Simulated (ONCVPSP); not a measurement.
**Ge: generating and testing an ONCV potential**

Aim: build the potential from the settings below, then test how well it stands in for the atom: other configurations, scattering, ghost states and the plane-wave cutoff that it needs.

Method: ONCVPSP 4.0.1, PBE, scalar-relativistic.

## (1) Settings

The settings as typed:

```json
{
  "element": "germanium (Ge, Z = 32)",
  "type": "optimised norm-conserving Vanderbilt (ONCV)",
  "frozen core": "[Ar] 3d10",
  "valence charge": "4",
  "reference configuration": "4s1 4p3",
  "partial waves": "4s: rc 1.50 bohr, ncon 4, nbas 7, qcut 3.8 1/bohr, 2 projectors, debl 1.1 Ha; 4p: rc 2.15 bohr, ncon 3, nbas 8, qcut 3.3 1/bohr, 3 projectors, debl 2 Ha; d scattering state at 0.12 Ha: rc 1.70 bohr, ncon 3, nbas 7, qcut 5.3 1/bohr, 1 projector",
  "local potential": "polynomial inside 1.20 bohr (lpopt 5, dvloc0 4 Ha)",
  "core correction": "Teter function fitted to the true core (icmod 2), fcfact 0.6"
}
```

The nodes and maxima of the atom's own shells, from an earlier all-electron run, set the scale for the radii.

All-electron outer shells of the reference configuration (PBE, scalar-relativistic, ld1.x):

```tsv
shell	level (eV)	outermost node (bohr)	outermost maximum (bohr)
3p	-117.41	0.23	0.54
3d	-31.05	–	0.50
4s	-12.69	0.77	1.73
4p	-4.58	0.82	2.16
```

## (2) The generation run

The input, Ge.dat:

```
# ATOM AND REFERENCE CONFIGURATION
# atsym  z   nc   nv     iexc    psfile
  Ge 32.00    6    2        4      upf
#
#   n    l    f
    1    0    2.00
    2    0    2.00
    2    1    6.00
    3    0    2.00
    3    1    6.00
    3    2   10.00
    4    0    1.00
    4    1    3.00
#
# PSEUDOPOTENTIAL AND OPTIMIZATION
# lmax
    2
#
#   l,   rc,      ep,       ncon, nbas, qcut
    0    1.50    0.00    4    7    3.80
    1    2.15    0.00    3    8    3.30
    2    1.70    0.12    3    7    5.30
#
# LOCAL POTENTIAL
# lloc, lpopt,  rc(5),   dvloc0
    4    5    1.20    4.00
#
# VANDERBILT-KLEINMAN-BYLANDER PROJECTORs
# l, nproj, debl
    0    2    1.10
    1    3    2.00
    2    1    2.40
#
# MODEL CORE CHARGE
# icmod, fcfact, rcfact
    2    0.60    0.95
#
# LOG DERIVATIVE ANALYSIS
# epsh1, epsh2, depsh
   -2.00    5.00    0.02
#
# OUTPUT GRID
# rlmax, drl
    6.00    0.01
#
# TEST CONFIGURATIONS
# ncnf
    4
# nvcnf
#   n    l    f
    2
    4    0    2.00
    4    1    2.00
#
    2
    4    0    2.00
    4    1    1.00
#
    2
    4    0    2.00
    4    1    0.00
#
    2
    4    0    0.00
    4    1    4.00
#
```

Run with:

```
oncvpsp.x < Ge.dat > Ge.out
```

**Question.** What will these runs give? Wanted: cutoffs for 1 and 0.1 mHa per electron, occupied waves; bound ghosts; GHOST(+) flags; largest test error; largest phase difference near zero energy, channels read; rms error of d²Exc/dn², without and with the model core.

**Answer**, as computed:

```
                                                quantity                 value
  cutoffs for 1 and 0.1 mHa per electron, occupied waves      9.8 Ha and 30 Ha
                                            bound ghosts            none found
                                          GHOST(+) flags            s at 86 eV
                            largest test error (AE − PS)  +17 meV, for 4s2 4p0
largest phase difference near zero energy, channels read             0.042 rad
 rms error of d²Exc/dn², without and with the model core     7.45 and 1.32 mHa
```

What this shows: The worst unpolarised test, 4s2 4p0, is off by 17 meV on 14.9 eV; by total energies transferability rates as good. It counts as soft on the atom at that tolerance, with 9.8 Ha needed at the looser tolerance. The tighter tolerance needs 30 Ha, and converged work needs a cutoff nearer that. At the looser tolerance the 4s wave is the slowest; 4p needs 3 Ha. That counts occupied waves only; other projectors can need more. The program's ghost test flags no bound state. Of the channels read, d scatters worst near zero energy, by up to 0.04 rad. The program also flags highly localised states, GHOST(+) (s). These are tests on the free atom; a crystal test is still owed.
